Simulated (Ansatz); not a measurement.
# P: the cost of one run

Computed with Ansatz 0.2.0 (DFT LDA, scalar-relativistic, plane waves, PAW, unless a step's input says otherwise).

**1. The system as given**

The structure is orthorhombic, space group Pmna (No. 53). Conventional cell: a = 3.284 Å, b = 34.857 Å, c = 4.632 Å, α = 90.00°, β = 90.00°, γ = 90.00°. Around P (site symmetry m) lie 3 P at 2.20 to 2.24 Å.

Structure file:

```cif
data_structure
_symmetry_space_group_name_H-M 'P 1'
_symmetry_Int_Tables_number 1
_cell_length_a 3.2837
_cell_length_b 34.8570
_cell_length_c 4.6321
_cell_angle_alpha 90.000
_cell_angle_beta 90.000
_cell_angle_gamma 90.000
_cell_volume 530.19
loop_
_atom_site_label
_atom_site_type_symbol
_atom_site_fract_x
_atom_site_fract_y
_atom_site_fract_z
_atom_site_occupancy
P1 P 0.00000 0.97026 0.59215 1
P2 P 0.00000 0.02974 0.40785 1
P3 P 0.50000 0.02974 0.09215 1
P4 P 0.50000 0.97026 0.90785 1
```

It goes back to an entry of the Materials Project, which need not be the stable form.

The cell is taken as given, not relaxed at this level.

**2. Zero of the scan**

Input file input.yaml:

```yaml
crystal:
  lattice:
    - [3.28372772, 0.0, 0.0]
    - [0.0, 34.85703099, 0.0]
    - [0.0, 0.0, 4.63208471]
  atoms:
    - { symbol: P, position: [0.0, 0.97026143, 0.59215072] }
    - { symbol: P, position: [0.0, 0.02973857, 0.40784928] }
    - { symbol: P, position: [0.5, 0.02973857, 0.09215072] }
    - { symbol: P, position: [0.5, 0.97026143, 0.90784928] }
basis:
  ecutwfc: 420
kpoints:
  mp_grid: { grid: [8, 1, 6] }
hamiltonian:
  xc: lda
scf:
  occupations: { method: gaussian, width: 0.05 }
output:
  forces: true
  stress: true
  eigenvalues: true
```

The run is started by

```sh
$ ansatz run input.yaml --threads 2 --pin off --max-ram 5120MiB --backend cpu --events-out ev --progress --plain --runs-dir out
```

What time and memory should one allow on 2 threads of Arm Neoverse V2, shared host?

About 4.5 s, with a peak of 0.57 GiB.
